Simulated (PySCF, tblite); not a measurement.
# C13H11N: excited states

What do calculations give for the excited states of C13H11N (`C#C/C=C/C=C/C=C/c1ccncc1`)?

Computed with tblite 0.8.0 and PySCF 2.14.0 and routines of our own; the level stands in each step. Atoms count from 0.

## Step 1: The starting structure

25 atoms, charge 0, multiplicity 1; geometry from: force field or distance geometry start.

## Step 2: Relaxing the molecule with GFN2-xTB

Job settings and geometry (Å):

```
{"job": {"kind": "relax", "xc": "GFN2-xTB", "basis": "xTB"}, "charge": 0, "multiplicity": 1}
C      6.828800    -1.115400     1.507700
C      5.607100    -1.089000     1.464900
C      4.167500    -1.092900     1.439200
C      3.475700    -0.365100     0.558300
C      2.019300    -0.447800     0.627800
C      1.222600     0.227200    -0.203000
C     -0.233900     0.074600    -0.051800
C     -1.079300     0.718400    -0.828200
C     -2.525500     0.593800    -0.725900
C     -3.346100     1.308100    -1.589300
C     -4.735400     1.222200    -1.526100
N     -5.323600     0.422700    -0.586200
C     -4.564700    -0.284600     0.287300
C     -3.167900    -0.195600     0.198100
H      7.875800    -1.102800     1.535300
H      3.676900    -1.716800     2.185400
H      4.012400     0.245700    -0.149700
H      1.579600    -1.097300     1.378900
H      1.651000     0.877100    -0.953700
H     -0.590200    -0.580700     0.728000
H     -0.671300     1.366600    -1.588000
H     -2.935100     1.968400    -2.364600
H     -5.308900     1.800000    -2.201700
H     -5.029700    -0.939000     1.034800
H     -2.616000    -0.773700     0.911500
```

Run with:

```console
$ OMP_NUM_THREADS=1 python excited_run.py task.json out
```

This one command runs all jobs of the session in turn.

The program printed:

```text
step      E/eV     max force
  0    -985.08502    3.230
  1    -985.30048    4.038
  2    -985.31235    4.318
  3    -985.45619    0.841
  4    -985.49272    0.438
  5    -985.52384    0.773
  6    -985.53689    0.319
  7    -985.54704    0.221
  8    -985.55416    0.296
  9    -985.55615    0.142
 10    -985.55726    0.075
 11    -985.55844    0.147
 12    -985.55959    0.146
 13    -985.56044    0.072
 14    -985.56127    0.077
 15    -985.56223    0.138
 16    -985.56317    0.135
 17    -985.56385    0.058
 18    -985.56430    0.052
 19    -985.56466    0.068
 20    -985.56496    0.061
 21    -985.56519    0.038
 22    -985.56538    0.035
 23    -985.56555    0.053
 24    -985.56570    0.045
 25    -985.56581    0.032
 26    -985.56592    0.035
 27    -985.56605    0.049
 28    -985.56626    0.064
 29    -985.56655    0.055
 30    -985.56695    0.062
 31    -985.56746    0.064
 32    -985.56804    0.074
 33    -985.56861    0.071
 34    -985.56911    0.043
 35    -985.56955    0.047
 36    -985.56996    0.058
 37    -985.57037    0.063
 38    -985.57079    0.054
 39    -985.57125    0.049
 40    -985.57176    0.061
 41    -985.57232    0.074
 42    -985.57292    0.058
 43    -985.57357    0.057
 44    -985.57427    0.057
 45    -985.57495    0.076
 46    -985.57553    0.059
 47    -985.57602    0.051
 48    -985.57654    0.067
 49    -985.57716    0.097
 50    -985.57780    0.090
 51    -985.57829    0.050
 52    -985.57858    0.032
 53    -985.57880    0.045
 54    -985.57900    0.049
 55    -985.57917    0.033
 56    -985.57927    0.021
 57    -985.57935    0.018
 58    -985.57940    0.022
 59    -985.57942    0.014
 60    -985.57944    0.009
```

Wall time 0.67 s (1 thread of Arm Neoverse V1, shared host); peak memory 0.18 GiB.

The steps of the relaxation: (not every step is listed)

```
step  energy from step 0 (eV)  largest force (eV/Å)
   0                   0.0000                3.2299
   1                  -0.2155                4.0378
   2                  -0.2273                4.3182
   3                  -0.3712                0.8408
   4                  -0.4077                0.4383
   5                  -0.4388                0.7735
   6                  -0.4519                0.3195
   7                  -0.4620                0.2206
   8                  -0.4691                0.2963
  12                  -0.4746                0.1461
  16                  -0.4782                0.1355
  20                  -0.4799                0.0611
  24                  -0.4807                0.0451
  28                  -0.4812                0.0642
  32                  -0.4830                0.0744
  36                  -0.4849                0.0578
  40                  -0.4867                0.0607
  44                  -0.4892                0.0572
  48                  -0.4915                0.0668
  52                  -0.4936                0.0324
  55                  -0.4941                0.0335
  56                  -0.4942                0.0211
  57                  -0.4943                0.0181
  58                  -0.4944                0.0222
  59                  -0.4944                0.0136
  60                  -0.4944                0.0087
```

Distances of close pairs at the start and the end, largest changes first:

```
   bond  before (Å)  after (Å)  change (Å)
  C5–C6       1.472      1.426      -0.046
C10–N11       1.367      1.323      -0.043
  C1–C2       1.440      1.401      -0.038
  C3–C4       1.460      1.426      -0.034
N11–C12       1.356      1.324      -0.032
  C6–C7       1.316      1.348      +0.032
 C8–C13       1.375      1.400      +0.025
C10–H22       1.058      1.083      +0.025
```

The end geometry stands in the next job.

## Step 3: Harmonic vibrations with GFN2-xTB

Job settings and geometry (Å):

```
{"job": {"kind": "ir", "xc": "GFN2-xTB", "basis": "xTB"}, "charge": 0, "multiplicity": 1}
C      6.900654    -0.934407     1.311939
C      5.701119    -1.008775     1.369252
C      4.306428    -1.111558     1.459274
C      3.455033    -0.446083     0.653842
C      2.037073    -0.557895     0.756527
C      1.171864     0.099607    -0.046288
C     -0.245597    -0.013937     0.059609
C     -1.101894     0.644584    -0.745998
C     -2.545376     0.583440    -0.706138
C     -3.289683     1.338835    -1.621212
C     -4.669951     1.281097    -1.584912
N     -5.349167     0.540982    -0.723249
C     -4.654730    -0.176651     0.145628
C     -3.273501    -0.194904     0.201659
H      7.946186    -0.865915     1.260404
H      3.929975    -1.771012     2.232310
H      3.849415     0.208760    -0.112706
H      1.650955    -1.212657     1.528681
H      1.557717     0.752549    -0.819159
H     -0.617466    -0.669073     0.835632
H     -0.692928     1.293309    -1.511641
H     -2.787478     1.961119    -2.347602
H     -5.269730     1.855397    -2.279435
H     -5.245115    -0.768397     0.833913
H     -2.774737    -0.804272     0.938543
```

The program printed:

```text
mode    cm-1     km/mol
  1      25.7      0.29
  2      39.2      0.01
  3      43.7      0.27
  4      97.9      1.07
  5     108.2      0.22
  6     133.2      0.00
  7     195.4      0.76
  8     201.7      0.29
  9     234.8      0.06
 10     258.4      0.28
 11     315.5      1.40
 12     328.3      0.05
 13     331.4      0.03
 14     418.4      1.57
 15     449.7      1.14
 16     459.5      5.58
 17     512.4      5.29
 18     556.4      2.47
 19     601.7     10.93
 20     625.8     20.39
 21     630.0      0.56
 22     667.3     18.81
 23     694.3      3.18
 24     756.9      1.33
 25     774.3      1.59
 26     803.4      4.10
 27     814.1      3.58
 28     868.8     25.31
 29     870.8      0.14
 30     910.6      0.17
 31     923.4      0.02
 32     939.9      3.01
 33     981.7      0.17
 34    1009.5      7.60
 35    1025.9     45.79
 36    1050.2      0.24
 37    1100.8      6.20
 38    1121.7      0.47
 39    1158.7      1.15
 40    1161.5      8.91
 41    1198.7      5.56
 42    1210.0      2.96
 43    1234.7      7.86
 44    1248.8      0.10
 45    1270.0      2.77
 46    1271.9      4.58
 47    1287.8      0.93
 48    1289.8      0.66
 49    1314.2      0.41
 50    1330.1      4.62
 51    1383.1      8.90
 52    1466.8      1.52
 53    1539.0     58.65
 54    1550.3    223.90
 55    1584.5     99.56
 56    1612.2      2.23
 57    1628.0      0.13
 58    2234.0      6.74
 59    3036.5     13.09
 60    3044.8     12.04
 61    3045.6      7.63
 62    3051.4     44.01
 63    3053.4     43.42
 64    3054.5     10.48
 65    3066.0     35.82
 66    3073.2     77.03
 67    3077.8     81.45
 68    3096.6     38.46
 69    3394.8      8.30
```

It took 1.5 s on 1 thread of Arm Neoverse V1, shared host; peak memory 0.18 GiB.

The strongest bands and the atoms that carry them (share of the mass-weighted mode):

```
cm⁻¹  km/mol                                   atoms
1026    45.8  H18 25 %, H17 24 %, H19 16 %, H16 12 %
1539    58.6   C8 23 %, N11 16 %, C13 14 %, C10 13 %
1550   223.9                       C12 15 %, C9 10 %
1584    99.6    C10 14 %, C9 13 %, C13 13 %, C3 13 %
3051    44.0                                H23 90 %
3053    43.4                                H22 87 %
3073    77.0                      H19 55 %, H18 12 %
3078    81.5                                H21 80 %
```

## Step 4: Excited states: TDA B3LYP/def2-SVP

Settings changed since step 3:

```diff
@@ -1,2 +1,2 @@
-{"job": {"kind": "ir", "xc": "GFN2-xTB", "basis": "xTB"}, "charge": 0, "multiplicity": 1}
+{"job": {"kind": "states", "xc": "B3LYP", "basis": "def2-SVP", "tda": true, "soc": true, "nstates": 8, "ntriplets": 5, "nquad": 4}, "charge": 0, "multiplicity": 1}
 C      6.900654    -0.934407     1.311939
```

With the program's defaults for keys left out, this is: TDA B3LYP/def2-SVP excited states, vertical, gas phase, spin-orbit mean-field couplings.

The program printed:

```text
coarse grid: 22000 points
cycle   1  E = -556.0609096808  dE =  2.284e+00  |g| = 4.986e-01  |ddm| = 6.214e+00
cycle   2  E = -556.0659899779  dE = -5.080e-03  |g| = 5.093e-01  |ddm| = 1.439e+00
cycle   3  E = -556.1291396234  dE = -6.315e-02  |g| = 1.461e-01  |ddm| = 7.016e-01
cycle   4  E = -556.1334901237  dE = -4.351e-03  |g| = 4.895e-02  |ddm| = 1.821e-01
cycle   5  E = -556.1340167904  dE = -5.267e-04  |g| = 2.134e-02  |ddm| = 7.996e-02
cycle   6  E = -556.1341409282  dE = -1.241e-04  |g| = 4.831e-03  |ddm| = 2.831e-02
cycle   7  E = -556.1341462825  dE = -5.354e-06  |g| = 2.197e-03  |ddm| = 7.382e-03
final grid: 215792 points
cycle   8  E = -556.2446111861  dE = -6.005e-05  |g| = 6.858e-03  |ddm| = 5.406e-02
cycle   9  E = -556.2445989052  dE =  1.228e-05  |g| = 9.589e-03  |ddm| = 1.906e-02
cycle  10  E = -556.2446229195  dE = -2.401e-05  |g| = 2.435e-03  |ddm| = 1.250e-02
cycle  11  E = -556.2446246732  dE = -1.754e-06  |g| = 3.849e-04  |ddm| = 3.301e-03
cycle  12  E = -556.2446247076  dE = -3.445e-08  |g| = 1.910e-04  |ddm| = 6.561e-04
cycle  13  E = -556.2446247162  dE = -8.619e-09  |g| = 7.664e-05  |ddm| = 2.349e-04
cycle  14  E = -556.2446247176  dE = -1.348e-09  |g| = 1.911e-05  |ddm| = 7.646e-05
cycle  15  E = -556.2446247177  dE = -7.162e-11  |g| = 9.243e-06  |ddm| = 2.558e-05
converged SCF energy = -556.2446247177

Singlet excitations
state   eV       nm        f     d(h-e)  d(exc)  Lambda  PR(NTO)  |dmu|/D   mu/D   main configurations
  1   3.7202   333.3   0.00125   4.980   6.463   0.278   1.002   13.770   11.726   H-1->L 0.96
  2   3.7906   327.1   2.47553   2.475   5.800   0.850   1.057    4.851    6.910   H->L 0.91
  3   4.3222   286.9   0.18737   1.647   6.362   0.765   1.787    3.344    1.306   H-2->L 0.56, H->L+1 0.34
  4   4.3846   282.8   0.07995   2.540   6.187   0.545   1.602    6.580    4.590   H-3->L 0.73, H->L+2 0.17
  5   4.4107   281.1   0.00003   4.150   5.753   0.256   1.002                     H-4->L 0.94
  6   4.9296   251.5   0.06340   3.123   7.067   0.474   1.560                     H->L+2 0.70, H-3->L 0.12
  7   5.0208   246.9   0.00000   1.402   2.926   0.377   1.002                     H-1->L+2 0.87, H-1->L+1 0.12
  8   5.3707   230.9   0.00238   5.421   7.122   0.333   1.003                     H-1->L+1 0.80, H-1->L+2 0.12

Triplet excitations (Tamm-Dancoff)
state   eV     d(h-e)  d(exc)  Lambda  PR(NTO)   main configurations
  1   1.8613   0.315   4.647   0.860   1.072   H->L 0.95
  2   3.2216   0.352   3.640   0.761   2.016   H-2->L 0.52, H->L+1 0.35
  3   3.3536   3.832   5.552   0.284   1.003   H-1->L 0.84, H-1->L+1 0.11
  4   3.8614   2.892   5.139   0.583   1.095   H-3->L 0.79
  5   4.1512   1.703   6.320   0.766   1.964   H->L+1 0.54, H-2->L 0.31
S1 - T1 = 1.8589 eV

Spin-orbit couplings |<S|Hso|T>| (cm-1)
             T1       T2       T3       T4       T5
S0        0.010    0.011   17.923    0.038    0.060
S1        4.090    4.686    0.013    1.313    0.384
S2        0.009    0.009    4.545    0.029    0.020
S3        0.010    0.012    3.589    0.013    0.016
S4        0.023    0.026    2.276    0.004    0.032
S5        4.914    4.839    0.035    0.502    4.932
S6        0.046    0.032    0.552    0.006    0.045
S7        0.170    0.471    0.233    1.423    1.317
S8        0.494    2.284    0.063    0.242    4.178
T1 sublevels (cm-1): 0.000 0.001 0.001   radiative rates (1/s): 8.09e-05 0.000823 6.82e-06
```

It took 99 s on 1 thread of Arm Neoverse V1, shared host; peak memory 1.1 GiB.

Key values:

```
  quantity    value
S1 less T1  1.86 eV
```

## Step 5: Outcome

```
                                 quantity                  value
strongest single infrared mode (GFN2-xTB)  1550 cm⁻¹, 224 km/mol
             zero-point energy (GFN2-xTB)         119.9 kcal/mol
  S1 less T1 (step 4, TDA B3LYP/def2-SVP)                1.86 eV
```

What this shows: No mode is imaginary among the 69: a minimum at this level. The strongest single mode, at 1550 cm⁻¹, is spread over many atoms; the largest shares are those of C12, C9. GFN2-xTB is a fitted tight-binding method: band positions and strengths are rough. Its intensities can rank the bands wrongly. In step 4 hole and electron of S1 lie 5.0 Å apart, a charge-transfer state, which a functional without long-range exact exchange places too low; S1, its gap to T1 and the count of triplets below it are unsure. In step 4, the number of triplets below S1 is 3, and the largest singlet-triplet spin-orbit coupling is S0–T3, 17.92 cm⁻¹.
